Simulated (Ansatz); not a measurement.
# BH6NOSSi: basis-set convergence

The task here is to estimate one member of a computed series from the others.

The runs use Ansatz 0.2.0, Gaussian basis; one geometry, several basis sets.

The runs, in order: PBE0-D4/def2-SVP; ωB97M-V/def2-SVP; PBE0-D4/def2-QZVPP; ωB97M-V/def2-QZVPP; CCSD(T)/cc-pV(D+d)Z; CCSD(T)/cc-pV(T+d)Z; CCSD(T)/cc-pV(Q+d)Z; the functionals' def2-TZVPP values are taken from earlier runs.

### The relaxed structure

The geometry comes from an earlier relaxation with PBE0-D4 in a triple-zeta def2 set; it is a stationary point, not always the lowest conformer.

SMILES `NB(S)O[SiH3]`, 11 atoms, charge 0, spin multiplicity 1.

Atoms are counted from 1 here; the program's logs count them from 0.

Bond lengths: N1–B2 1.401 Å, N1–H6 1.005 Å, N1–H7 1.002 Å, B2–S3 1.840 Å, B2–O4 1.366 Å, S3–H8 1.341 Å, O4–Si5 1.642 Å, Si5–H9 1.484 Å, Si5–H10 1.485 Å, Si5–H11 1.483 Å. Angles: B2–N1–H6 120.7°, B2–N1–H7 124.5°, H6–N1–H7 114.7°, N1–B2–S3 122.6°, N1–B2–O4 118.8°, S3–B2–O4 118.6°, B2–S3–H8 96.7°, B2–O4–Si5 138.1°, O4–Si5–H9 109.0°, O4–Si5–H10 111.0°, O4–Si5–H11 108.0°, H9–Si5–H10 109.6°, H9–Si5–H11 109.5°, H10–Si5–H11 109.8°.

Set-up of the first run:

File in.yaml:

```yaml
crystal:
  periodic: [false, false, false]
  atoms:
    - {symbol: N, position_ang: [0.720380, 1.819559, 0.567795]}
    - {symbol: B, position_ang: [0.521147, 0.488993, 0.178140]}
    - {symbol: S, position_ang: [1.900603, -0.720850, 0.036471]}
    - {symbol: O, position_ang: [-0.747091, 0.071754, -0.110918]}
    - {symbol: Si, position_ang: [-1.510385, -1.319681, -0.530969]}
    - {symbol: H, position_ang: [-0.054442, 2.456536, 0.636416]}
    - {symbol: H, position_ang: [1.611750, 2.218252, 0.792995]}
    - {symbol: H, position_ang: [2.878339, 0.111692, 0.423207]}
    - {symbol: H, position_ang: [-2.325391, -1.788038, 0.617374]}
    - {symbol: H, position_ang: [-0.530502, -2.370276, -0.908809]}
    - {symbol: H, position_ang: [-2.399011, -1.024939, -1.681099]}
basis:
  gaussian: {orbitals: def2-SVP}
hamiltonian: {xc: pbe0, dispersion: d4}
output: {orbitals: {seedname: orbitals}}
```

Command:

```console
ansatz run in.yaml --threads 2 --pin off --events-out ev --progress --plain --max-ram 31744MiB --backend cpu
```

Steps of the session up to this table: PBE0-D4 in def2-SVP; ωB97M-V in def2-SVP; PBE0-D4 in def2-QZVPP; ωB97M-V in def2-QZVPP.

One of the session's tables, all rows but one given; the rest of the session is left out.

```
functional       basis  HOMO (eV)  LUMO (eV)
   PBE0-D4    def2-SVP          ?          ?
   PBE0-D4  def2-TZVPP      -7.22       0.01
   PBE0-D4  def2-QZVPP      -7.26      -0.16
   ωB97M-V    def2-SVP      -9.20       2.41
   ωB97M-V  def2-TZVPP      -9.44       1.64
   ωB97M-V  def2-QZVPP      -9.49       1.24
```

Q: Estimate the row for PBE0-D4, def2-SVP from the others.

The run gave: HOMO (eV): -7.01; LUMO (eV): 0.53. In the column «HOMO (eV)» it is the highest.
